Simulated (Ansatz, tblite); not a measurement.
# The cluster Ge₄F₈: rung by rung

Aim: run the singlet of the cluster Ge₄F₈ at one geometry on many levels, and compare frontier levels, spin and run time.

Program: Ansatz 0.2.0, Gaussian basis. Level of theory: as each input shows. These are calculated values, not measurements.

The runs, in order: GFN1-xTB, GFN2-xTB, PBE-D4/def2-TZVP, r2SCAN-D4/def2-TZVP, BLYP-D4/def2-TZVP, r2SCANh-D4/def2-TZVP, PBE-D4/def2-SVP, PBE0-D4/def2-SVP, MP2/def2-SVP, RPA/def2-SVP.

6 further runs of the same task are left out: 4 that didn't finish, 2 set aside as unsound or not needed. Runs told in other sessions of the task aren't counted.

### 1 The relaxed structure

The geometry is that of the singlet, from an earlier relaxation (PBE-D4/def2-SVP). At that level it is the lowest of the isomers that a small search found.

12 atoms, charge 0, spin multiplicity 1.

Bond lengths: Ge1–Ge3 2.643 Å, Ge1–F5 2.020 Å, Ge1–F7 1.814 Å, Ge2–F5 1.975 Å, Ge2–F8 1.984 Å, Ge2–F10 1.804 Å, Ge3–Ge4 2.575 Å, Ge3–F6 1.770 Å, Ge3–F11 1.758 Å, Ge4–F8 1.967 Å, Ge4–F9 1.753 Å, Ge4–F12 1.747 Å. Angles: Ge3–Ge1–F5 93.9°, Ge3–Ge1–F7 77.7°, F5–Ge1–F7 89.9°, F5–Ge2–F8 90.2°, F5–Ge2–F10 88.9°, F8–Ge2–F10 87.4°, Ge1–Ge3–Ge4 96.3°, Ge1–Ge3–F6 104.9°, Ge1–Ge3–F11 143.5°, Ge4–Ge3–F6 98.9°, Ge4–Ge3–F11 105.0°, F6–Ge3–F11 100.7°, Ge3–Ge4–F8 103.9°, Ge3–Ge4–F9 121.0°, Ge3–Ge4–F12 130.0°, F8–Ge4–F9 94.1°, F8–Ge4–F12 96.4°, F9–Ge4–F12 102.1° and more.

PBE0-D4/def2-TZVP was run before; its log isn't repeated, and its numbers join the tables.

### 2 GFN1-xTB

Tight binding, by tblite at 300 K electronic temperature and without a spin-polarisation term:

```python
tblite.interface.Calculator('GFN1-xTB', numbers, positions, charge=0, uhf=0).singlepoint()
```

Energy -1307.2337 eV, HOMO -10.52 eV, LUMO -7.45 eV; 0.016 s.

### 3 GFN2-xTB

Tight binding, by tblite at 300 K electronic temperature and without a spin-polarisation term:

```python
tblite.interface.Calculator('GFN2-xTB', numbers, positions, charge=0, uhf=0).singlepoint()
```

Energy -1256.1897 eV, HOMO -11.82 eV, LUMO -8.52 eV; 0.015 s.

### 4 PBE-D4/def2-TZVP

start.molden holds the orbitals of an earlier run on this state, given as this run's starting guess.

Input file in.yaml:

```yaml
crystal:
  periodic: [false, false, false]
  atoms:
    - {symbol: Ge, position_ang: [1.579232, -2.006342, 0.417391]}
    - {symbol: Ge, position_ang: [-2.116823, -1.519821, 0.545976]}
    - {symbol: Ge, position_ang: [1.078488, -0.041099, -1.277129]}
    - {symbol: Ge, position_ang: [-0.266994, 1.414870, 0.365989]}
    - {symbol: F, position_ang: [-0.372685, -2.429931, 0.716695]}
    - {symbol: F, position_ang: [2.571323, 0.909359, -1.323940]}
    - {symbol: F, position_ang: [1.434465, -0.573424, 1.520970]}
    - {symbol: F, position_ang: [-1.353009, 0.116389, 1.367510]}
    - {symbol: F, position_ang: [-1.651829, 2.344034, -0.174939]}
    - {symbol: F, position_ang: [-1.582231, -0.869230, -1.049941]}
    - {symbol: F, position_ang: [0.409776, 0.323969, -2.861329]}
    - {symbol: F, position_ang: [0.270267, 2.331226, 1.752727]}
basis:
  gaussian: {orbitals: def2-TZVP, initial_orbitals: start.molden}
hamiltonian: {xc: pbe, dispersion: d4}
scf: {omitted_lower_state_checks: [starts]}
output: {orbitals: {seedname: orbitals}}
```

Run with:

```bash
ansatz run in.yaml --threads 4 --pin off --events-out ev --progress --plain --max-ram 6963MiB
```

The program printed:

```text
Functional definition: PBE
  name "PBE"
  cite "Perdew, Burke & Ernzerhof, Phys. Rev. Lett. 77, 3865 (1996) doi:10.1103/PhysRevLett.77.3865"
  parent pbe
  parameter kappa = 0.804
  parameter beta = 0.06672455060314922
  exchange = pbe_x(kappa = kappa, mu = beta*pi^2/3)
  correlation = pbe_c(beta = beta)
these checks for a lower state are left out or cut short: starts
2680 factors; their error is unknown
mean field evaluation 1: about -247773.3698 eV, gradient 2.2e1 eV
mean field evaluation 2: about -247773.8646 eV, gradient 5.8e-1 eV
mean field evaluation 4: about -247773.8194 eV, gradient 2.1e-1 eV
mean field evaluation 8: about -247773.8194 eV, gradient 9.3e-6 eV
mean field -247773.81940848 eV, -9105.5199161347 hartree, gradient 9.3e-6 eV, S^2 0.000000; 0 other end points of the search recorded, 0 dependent functions left out
reference -247773.81944812 eV, -9105.5199175915 hartree; 100, 100 occupied and 340, 340 virtual orbitals, 2680 factors
Total energy: -247774.40828962 eV, -9105.5415571175 hartree
Checks for a lower state left out: starts
```

Run time: 7.5 s. Hardware: 4 threads of Intel Xeon 6975P-C, shared host; peak memory 1.3 GiB.

From the report: HOMO -6.77 eV, LUMO -3.33 eV.

### 5 r2SCAN-D4/def2-TZVP

Changes to in.yaml since step 4:

```diff
@@ -17,3 +17,3 @@
   gaussian: {orbitals: def2-TZVP, initial_orbitals: start.molden}
-hamiltonian: {xc: pbe, dispersion: d4}
+hamiltonian: {xc: r2scan, dispersion: d4}
 scf: {omitted_lower_state_checks: [starts]}
```

Launched as before.

The program printed:

```text
Functional definition: r2SCAN
  name "r2SCAN"
  cite "Furness, Kaplan, Ning, Perdew & Sun, J. Phys. Chem. Lett. 11, 8208 (2020) doi:10.1021/acs.jpclett.0c02405"
  cite "Furness, Kaplan, Ning, Perdew & Sun, J. Phys. Chem. Lett. 11, 9248 (2020) doi:10.1021/acs.jpclett.0c03077"
  parent r2scan
  parameter k0 = 0.174
  parameter k1 = 0.065
  parameter a1 = 4.9479
  exchange = r2scan_x(k0 = k0, k1 = k1, a1 = a1)
  correlation = r2scan_c
these checks for a lower state are left out or cut short: starts
2680 factors; their error is unknown
mean field evaluation 1: about -247818.2037 eV, gradient 1.3e1 eV
mean field evaluation 2: about -247818.3317 eV, gradient 1.8e-1 eV
mean field evaluation 4: about -247818.2967 eV, gradient 4.1e-4 eV
mean field -247818.29672865 eV, -9107.1544275034 hartree, gradient 2.6e-5 eV, S^2 0.000000; 0 other end points of the search recorded, 0 dependent functions left out
reference -247818.29673982 eV, -9107.1544279138 hartree; 100, 100 occupied and 340, 340 virtual orbitals, 2680 factors
Total energy: -247818.44014859 eV, -9107.1596980887 hartree
Checks for a lower state left out: starts
```

Wall time 11 s (4 threads of Intel Xeon 6975P-C, shared host); peak memory 1.4 GiB.

HOMO -7.05 eV, LUMO -3.23 eV.

### 6 BLYP-D4/def2-TZVP

Changes to in.yaml since step 5:

```diff
@@ -17,3 +17,3 @@
   gaussian: {orbitals: def2-TZVP, initial_orbitals: start.molden}
-hamiltonian: {xc: r2scan, dispersion: d4}
+hamiltonian: {xc: {name: BLYP}, dispersion: d4}
 scf: {omitted_lower_state_checks: [starts]}
```

Launched as before.

The program printed:

```text
Functional definition: BLYP
  name "BLYP"
  cite "Becke, Phys. Rev. A 38, 3098 (1988) doi:10.1103/PhysRevA.38.3098"
  cite "Lee, Yang & Parr, Phys. Rev. B 37, 785 (1988) doi:10.1103/PhysRevB.37.785"
  parameter beta = 0.0042
  parameter a = 0.04918
  parameter b = 0.132
  parameter c = 0.2533
  parameter d = 0.349
  exchange = b88_x(beta = beta)
  correlation = lyp_c(a = a, b = b, c = c, d = d)
these checks for a lower state are left out or cut short: starts
2680 factors; their error is unknown
mean field evaluation 1: about -247832.9429 eV, gradient 2.8e1 eV
mean field evaluation 2: about -247833.6827 eV, gradient 7.9e-1 eV
mean field evaluation 4: about -247833.6426 eV, gradient 2.1e-1 eV
mean field evaluation 8: about -247833.6426 eV, gradient 9.7e-6 eV
mean field -247833.64259623 eV, -9107.7183777351 hartree, gradient 9.7e-6 eV, S^2 0.000000; 0 other end points of the search recorded, 0 dependent functions left out
reference -247833.64298248 eV, -9107.7183919292 hartree; 100, 100 occupied and 340, 340 virtual orbitals, 2680 factors
Total energy: -247834.86825504 eV, -9107.7634198654 hartree
Checks for a lower state left out: starts
```

Wall time 6.5 s (4 threads of Intel Xeon 6975P-C, shared host); peak memory 1.3 GiB.

Report: HOMO -6.68 eV, LUMO -3.25 eV.

### 7 r2SCANh-D4/def2-TZVP

Changes to in.yaml since step 6:

```diff
@@ -17,3 +17,3 @@
   gaussian: {orbitals: def2-TZVP, initial_orbitals: start.molden}
-hamiltonian: {xc: {name: BLYP}, dispersion: d4}
+hamiltonian: {xc: {name: r2SCANh}, dispersion: d4}
 scf: {omitted_lower_state_checks: [starts]}
```

Launched as before.

The program printed, shortened:

```text
Functional definition: r2SCANh
  name "r2SCANh"
  cite "Bursch, Neugebauer, Ehlert & Grimme, J. Chem. Phys. 156, 134105 (2022) doi:10.1063/5.0086040"
  cite "Furness, Kaplan, Ning, Perdew & Sun, J. Phys. Chem. Lett. 11, 8208 (2020) doi:10.1021/acs.jpclett.0c02405"
  cite "Furness, Kaplan, Ning, Perdew & Sun, J. Phys. Chem. Lett. 11, 9248 (2020) doi:10.1021/acs.jpclett.0c03077"
  parent r2scan
[...]
2756 factors; their error is unknown
the host lacks memory for fits, so the integrals are decomposed
2971 factors; integrals over basis functions are off by at most 8.3e-4 eV
[...]
mean field -247815.95619782 eV, -9107.0684145818 hartree, gradient 2.4e-5 eV, S^2 0.000000; 0 other end points of the search recorded, 0 dependent functions left out
reference -247815.95620806 eV, -9107.0684149579 hartree; 100, 100 occupied and 340, 340 virtual orbitals, 2971 factors
Total energy: -247816.11444861 eV, -9107.0742301909 hartree
Checks for a lower state left out: starts
```

It took 22 s on 4 threads of Intel Xeon 6975P-C, shared host; peak memory 2.8 GiB.

Report: HOMO -7.44 eV, LUMO -2.96 eV.

### 8 PBE-D4/def2-SVP

Changes to in.yaml since step 7:

```diff
@@ -16,4 +16,4 @@
 basis:
-  gaussian: {orbitals: def2-TZVP, initial_orbitals: start.molden}
-hamiltonian: {xc: {name: r2SCANh}, dispersion: d4}
+  gaussian: {orbitals: def2-SVP, initial_orbitals: start.molden}
+hamiltonian: {xc: pbe, dispersion: d4}
 scf: {omitted_lower_state_checks: [starts]}
```

Launched as before.

The program printed:

```text
Functional definition: PBE
  name "PBE"
  cite "Perdew, Burke & Ernzerhof, Phys. Rev. Lett. 77, 3865 (1996) doi:10.1103/PhysRevLett.77.3865"
  parent pbe
  parameter kappa = 0.804
  parameter beta = 0.06672455060314922
  exchange = pbe_x(kappa = kappa, mu = beta*pi^2/3)
  correlation = pbe_c(beta = beta)
these checks for a lower state are left out or cut short: starts
2588 factors; their error is unknown
mean field evaluation 1: about -247717.1832 eV, gradient 2.2e1 eV
mean field evaluation 2: about -247718.2280 eV, gradient 7.9e-1 eV
mean field evaluation 4: about -247718.0274 eV, gradient 9.6e-2 eV
mean field -247718.02736360 eV, -9103.4695963026 hartree, gradient 3.2e-5 eV, S^2 0.000000; 0 other end points of the search recorded, 0 dependent functions left out
reference -247718.02740857 eV, -9103.4695979552 hartree; 100, 100 occupied and 140, 140 virtual orbitals, 2588 factors
Total energy: -247718.61625007 eV, -9103.4912374812 hartree
Checks for a lower state left out: starts
```

It took 2.6 s on 4 threads of Intel Xeon 6975P-C, shared host.

From the report: HOMO -6.57 eV, LUMO -3.13 eV.

### 9 PBE0-D4/def2-SVP

Changes to in.yaml since step 8:

```diff
@@ -17,3 +17,3 @@
   gaussian: {orbitals: def2-SVP, initial_orbitals: start.molden}
-hamiltonian: {xc: pbe, dispersion: d4}
+hamiltonian: {xc: pbe0, dispersion: d4}
 scf: {omitted_lower_state_checks: [starts]}
```

The command is unchanged.

The program printed:

```text
Functional definition: PBE0
  name "PBE0"
  cite "Adamo & Barone, J. Chem. Phys. 110, 6158 (1999) doi:10.1063/1.478522"
  cite "Perdew, Burke & Ernzerhof, Phys. Rev. Lett. 77, 3865 (1996) doi:10.1103/PhysRevLett.77.3865"
  parent pbe
  parameter a = 0.25
  parameter kappa = 0.804
  parameter beta = 0.06672455060314922
  exchange = (1 - a)*pbe_x(kappa = kappa, mu = beta*pi^2/3) + a*exact_x
  correlation = pbe_c(beta = beta)
these checks for a lower state are left out or cut short: starts
2273 factors; integrals over basis functions are off by at most 4.8e-4 eV
mean field evaluation 1: about -247722.1352 eV, gradient 1.8e1 eV
mean field evaluation 2: about -247722.6767 eV, gradient 3.7e-1 eV
mean field evaluation 4: about -247722.7636 eV, gradient 5.2e-4 eV
mean field -247722.76357143 eV, -9103.6436487302 hartree, gradient 2.3e-5 eV, S^2 0.000000; 0 other end points of the search recorded, 0 dependent functions left out
reference -247722.76360487 eV, -9103.6436499590 hartree; 100, 100 occupied and 140, 140 virtual orbitals, 2273 factors
Total energy: -247723.27779758 eV, -9103.6625461926 hartree
Checks for a lower state left out: starts
```

Run time: 5.5 s. Hardware: 4 threads of Intel Xeon 6975P-C, shared host; peak memory 1.1 GiB.

Report: HOMO -7.70 eV, LUMO -2.47 eV.

### 10 MP2/def2-SVP

Changes to in.yaml since step 9:

```diff
@@ -17,3 +17,3 @@
   gaussian: {orbitals: def2-SVP, initial_orbitals: start.molden}
-hamiltonian: {xc: pbe0, dispersion: d4}
+correlation: {method: mp2}
 scf: {omitted_lower_state_checks: [starts]}
```

The command is unchanged.

The program printed:

```text
Functional definition: HF
  name "HF"
  cite "Fock, Z. Phys. 61, 126 (1930) doi:10.1007/BF01340294"
  parent pbe
  exchange = exact_x
  correlation = 0
these checks for a lower state are left out or cut short: starts
2273 factors; integrals over basis functions are off by at most 4.8e-4 eV
mean field evaluation 1: about -247500.5431 eV, gradient 4.0e1 eV
mean field evaluation 2: about -247503.5600 eV, gradient 2.8e0 eV
mean field evaluation 4: about -247503.9765 eV, gradient 2.3e0 eV
mean field evaluation 8: about -247503.9835 eV, gradient 5.6e-4 eV
mean field -247503.98350298 eV, -9095.6036295091 hartree, gradient 9.1e-6 eV, S^2 0.000000; 0 other end points of the search recorded, 0 dependent functions left out
44 core orbitals not correlated: weight in the atoms' cores, before any rotation towards them, 1.000 or more for the frozen orbitals, at most 0.000 for the correlated occupied ones
reference -247503.98350298 eV, -9095.6036295091 hartree; 56, 56 occupied and 140, 140 virtual orbitals, 2273 factors
second order -64.04787742 eV of doubles, -0.00000000 eV of singles
Total energy: -247568.03138040 eV, -9097.9573455911 hartree
Checks for a lower state left out: starts
```

Wall time 7.5 s (4 threads of Intel Xeon 6975P-C, shared host); peak memory 1.1 GiB.

From the report: Hartree-Fock HOMO -10.04 eV, LUMO 0.71 eV.

### 11 RPA/def2-SVP

Changes to in.yaml since step 10:

```diff
@@ -17,4 +17,4 @@
   gaussian: {orbitals: def2-SVP, initial_orbitals: start.molden}
-correlation: {method: mp2}
+hamiltonian: {xc: pbe}
+correlation: {method: rpa}
 scf: {omitted_lower_state_checks: [starts]}
-output: {orbitals: {seedname: orbitals}}
```

Launched as before.

The program printed, shortened:

```text
Functional definition: PBE
  name "PBE"
  cite "Perdew, Burke & Ernzerhof, Phys. Rev. Lett. 77, 3865 (1996) doi:10.1103/PhysRevLett.77.3865"
  parent pbe
[...]
2273 factors; integrals over basis functions are off by at most 4.8e-4 eV
[...]
mean field -247718.02729859 eV, -9103.4695939137 hartree, gradient 4.4e-6 eV, S^2 0.000000; 0 other end points of the search recorded, 0 dependent functions left out
44 core orbitals not correlated: weight in the atoms' cores, before any rotation towards them, 1.000 or more for the frozen orbitals, at most 0.000 for the correlated occupied ones
reference -247498.25819569 eV, -9095.3932283470 hartree; 56, 56 occupied and 140, 140 virtual orbitals, 2273 factors
Total energy: -247590.32372634 eV, -9098.7765741940 hartree
Checks for a lower state left out: starts
```

Run time: 10 s. Hardware: 4 threads of Intel Xeon 6975P-C, shared host; peak memory 0.82 GiB.

### 12 Comparison

| level | functions | HOMO (eV) | LUMO (eV) | gap (eV) | time |
| --- | --- | --- | --- | --- | --- |
| PBE-D4/def2-SVP | 240 | -6.57 | -3.13 | 3.44 | 2.6 s |
| PBE-D4/def2-TZVP | 440 | -6.77 | -3.33 | 3.44 | 7.5 s |
| BLYP-D4/def2-TZVP | 440 | -6.68 | -3.25 | 3.43 | 6.5 s |
| r2SCAN-D4/def2-TZVP | 440 | -7.05 | -3.23 | 3.82 | 11 s |
| r2SCANh-D4/def2-TZVP | 440 | -7.44 | -2.96 | 4.47 | 22 s |
| PBE0-D4/def2-SVP | 240 | -7.70 | -2.47 | 5.23 | 5.5 s |
| PBE0-D4/def2-TZVP | 440 | -7.81 | -2.60 | 5.21 | 26 s |

The pieces so far (eV):

| basis | HF | MP2 correlation | total |
| --- | --- | --- | --- |
| def2-SVP | -247503.9835 | -64.0479 | -247568.0314 (MP2) |

### 13 Binding energy

Free atoms were run apart at each level; binding is atoms less cluster, divided by the number of atoms, without zero-point or spin-orbit terms.

| level | binding an atom (eV) |
| --- | --- |
| HF/def2-SVP | 2.492 |
| PBE-D4/def2-SVP | 4.102 |
| PBE-D4/def2-TZVP | 4.040 |
| BLYP-D4/def2-TZVP | 3.968 |
| r2SCAN-D4/def2-TZVP | 3.912 |
| r2SCANh-D4/def2-TZVP | 3.828 |
| PBE0-D4/def2-SVP | 3.832 |
| PBE0-D4/def2-TZVP | 3.808 |
| RPA/def2-SVP | 3.195 |
| MP2/def2-SVP | 3.764 |

### 14 Outcome

| quantity | value |
| --- | --- |
| gap in def2-TZVP, named functionals, smallest and largest | 3.43 eV (BLYP-D4), 5.21 eV (PBE0-D4) |
| correlation energy, MP2/def2-SVP | -64.05 eV |
| binding an atom, functionals in def2-TZVP | 3.81 (PBE0-D4) to 4.04 eV (PBE-D4) |
| PBE0 total energy, smallest basis above largest | 55.69 eV (def2-SVP, def2-TZVP) |

**Reading.** Over the named functionals in def2-TZVP the gap runs from 3.43 eV (BLYP-D4) to 5.21 eV (PBE0-D4); exact exchange widens it.

The slowest run with a step of its own, r2SCANh-D4/def2-TZVP, took 22 s; the quickest functional in def2-TZVP took 6.5 s (shared host).
